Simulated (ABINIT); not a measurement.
Ta3Cu:

```
CELL_PARAMETERS angstrom
-2.00651 2.00651 4.20817
2.00651 -2.00651 4.20817
2.00651 2.00651 -4.20817
ATOMIC_POSITIONS crystal
Ta 0.50000 0.50000 0.00000
Ta 0.25000 0.75000 0.50000
Ta 0.75000 0.25000 0.50000
Cu 0.00000 0.00000 0.00000
```

The cell comes from a database or a generator and needn't be the stable form of this composition.

* Program: ABINIT 10.8.3 (patched build)
* Task: relaxation of cell and atoms
* Functional: LDA
* Potentials or basis: JTH PAW LDA v2.0
* Cutoff: 707 eV
* k mesh: 5 × 5 × 5
* Occupations: fermi-dirac, width 0.05 eV
* Spin: no spin polarisation

At the start: pressure -11.5 GPa; volume 16.94 Å³/atom.

How do energy, volume and symmetry change on relaxing?

Over 6 steps the energy falls by 39.9 meV/atom and the volume is 15.91 Å³/atom (-6.1 %); space group I4/mmm (No. 139, to 0.05 Å).

Step by step:
| step | energy change (eV) | largest force (eV/Å) | pressure (GPa) | volume (Å³) |
| --- | --- | --- | --- | --- |
| 1 | 0.0000 | 0.0000 | -11.54 | 67.77 |
| 2 | -0.1267 | 0.0000 | -5.36 | 65.40 |
| 3 | -0.1581 | 0.0000 | 0.47 | 63.51 |
| 4 | -0.1588 | 0.0000 | 0.08 | 63.62 |
| 5 | -0.1596 | 0.0000 | -0.16 | 63.68 |
| 6 | -0.1597 | 0.0000 | -0.02 | 63.63 |

Final structure:
```yaml
crystal:
  lattice:
    - [-1.97404, 1.97404, 4.08246]
    - [1.97404, -1.97404, 4.08246]
    - [1.97404, 1.97404, -4.08246]
  atoms:
    - { symbol: Ta, position: [0.50000, 0.50000, 0.00000] }
    - { symbol: Ta, position: [0.25000, 0.75000, 0.50000] }
    - { symbol: Ta, position: [0.75000, 0.25000, 0.50000] }
    - { symbol: Cu, position: [0.00000, 0.00000, 0.00000] }
```

Caveat: the k mesh is coarse (spacing up to 0.44 Å⁻¹), so the values aren't converged.
